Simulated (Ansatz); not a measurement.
# H5N2OSi radical: up Jacob's ladder to CCSD(T)

An exercise on one series of results from a longer session: the logs are not shown, and one member is left open.

Method: functionals in def2-TZVPP, the program's frozen cores in correlated methods; program: Ansatz 0.2.0, Gaussian basis.

Plan: LDA (SPW92), PBE-D4, revPBE-D4, BLYP-D4, r2SCAN-D4, B97M-V, PBE0-D4, B3LYP-D4, r2SCANh-D4, r2SCAN0-D4, HSE06-D4, BHLYP-D4, CAM-B3LYP-D4, LC-ωPBE, ωB97X-V, ωB97M-V, B2PLYP, PBE-QIDH; CCSD(T)/def2-SVP; CCSD(T)/def2-TZVPP; MP2/def2-QZVPP; extrapolation to the limit; RPA on PBE.

**Structure used throughout**

The geometry comes from an earlier relaxation with PBE0-D4 in a triple-zeta def2 set; it is a stationary point, not always the lowest conformer.

SMILES `[NH][SiH](N)O`, 9 atoms, charge 0, spin multiplicity 2.

Atoms are counted from 1 here; the program's logs count them from 0.

Bond lengths: N1–Si2 1.744 Å, N1–H5 1.019 Å, Si2–N3 1.699 Å, Si2–O4 1.644 Å, Si2–H6 1.481 Å, N3–H7 1.005 Å, N3–H8 1.006 Å, O4–H9 0.959 Å. Angles: Si2–N1–H5 117.0°, N1–Si2–N3 102.8°, N1–Si2–O4 105.6°, N1–Si2–H6 119.6°, N3–Si2–O4 118.4°, N3–Si2–H6 108.0°, O4–Si2–H6 103.3°, Si2–N3–H7 123.6°, Si2–N3–H8 122.5°, H7–N3–H8 113.2°, Si2–O4–H9 116.9°.

Set-up of the first run:

Input file in.yaml:

```yaml
crystal:
  periodic: [false, false, false]
  atoms:
    - {symbol: N, position_ang: [-1.614169, 0.228241, 0.110610]}
    - {symbol: Si, position_ang: [0.115210, 0.414793, -0.020858]}
    - {symbol: N, position_ang: [0.592216, -1.021426, -0.792257]}
    - {symbol: O, position_ang: [0.647313, 0.694864, 1.509159]}
    - {symbol: H, position_ang: [-2.191559, 0.974233, -0.275520]}
    - {symbol: H, position_ang: [0.672276, 1.552179, -0.788174]}
    - {symbol: H, position_ang: [1.451877, -1.118508, -1.303481]}
    - {symbol: H, position_ang: [0.111465, -1.894162, -0.655614]}
    - {symbol: H, position_ang: [0.303971, 0.123486, 2.198936]}
basis:
  gaussian: {orbitals: def2-TZVPP}
magnetization: {spin_polarized: true, initial_magnetization: 1}
hamiltonian: {xc: lda}
output: {orbitals: {seedname: orbitals}}
```

The run is started by

```bash
> ansatz run in.yaml --threads 2 --pin off --events-out ev --progress --plain --max-ram 32768MiB --backend cpu
```

Steps of the session up to this table: LDA; PBE-D4 (GGA); revPBE-D4 (GGA); BLYP-D4 (GGA); r2SCAN-D4 (meta-GGA); B97M-V (meta-GGA); PBE0-D4 (hybrid); B3LYP-D4 (hybrid); r2SCANh-D4 (hybrid); r2SCAN0-D4 (hybrid); HSE06-D4 (hybrid); BHLYP-D4 (hybrid); CAM-B3LYP-D4 (range-separated); LC-ωPBE (range-separated); ωB97X-V (range-separated); ωB97M-V (range-separated); B2PLYP (double hybrid); PBE-QIDH (double hybrid).

One of the session's tables, all rows but one given; the rest of the session is left out.

| functional | HOMO (eV) | LUMO (eV) | gap (eV) |
| --- | --- | --- | --- |
| LDA (SPW92) | -6.22 | -5.01 | 1.21 |
| PBE-D4 | -6.18 | -4.46 | 1.73 |
| revPBE-D4 | -6.13 | -4.30 | 1.83 |
| BLYP-D4 | -6.07 | -4.41 | 1.66 |
| r2SCAN-D4 | ? | ? | ? |
| B97M-V | -6.56 | -3.96 | 2.60 |
| PBE0-D4 | -7.65 | -3.02 | 4.63 |
| B3LYP-D4 | -7.41 | -3.51 | 3.90 |
| r2SCANh-D4 | -7.06 | -3.34 | 3.72 |
| r2SCAN0-D4 | -7.88 | -2.57 | 5.31 |
| HSE06-D4 | -7.25 | -3.42 | 3.82 |
| BHLYP-D4 | -9.02 | -1.60 | 7.42 |
| CAM-B3LYP-D4 | -9.09 | -1.94 | 7.15 |
| LC-ωPBE | -10.50 | -0.41 | 10.09 |
| ωB97X-V | -10.10 | -0.88 | 9.22 |
| ωB97M-V | -9.99 | -0.97 | 9.01 |

Estimate the missing values for r2SCAN-D4.

Worked estimate for «HOMO (eV)». Against the share of exact exchange, r2SCANh-D4 (0.1, -7.06), r2SCAN0-D4 (0.25, -7.88) give a slope of -5.47 per unit share; at 0 the line stands at -6.51.

**Answer.** HOMO (eV): -6.52; LUMO (eV): -3.85; gap (eV): 2.68. In «HOMO (eV)» the line misses by +0.01.
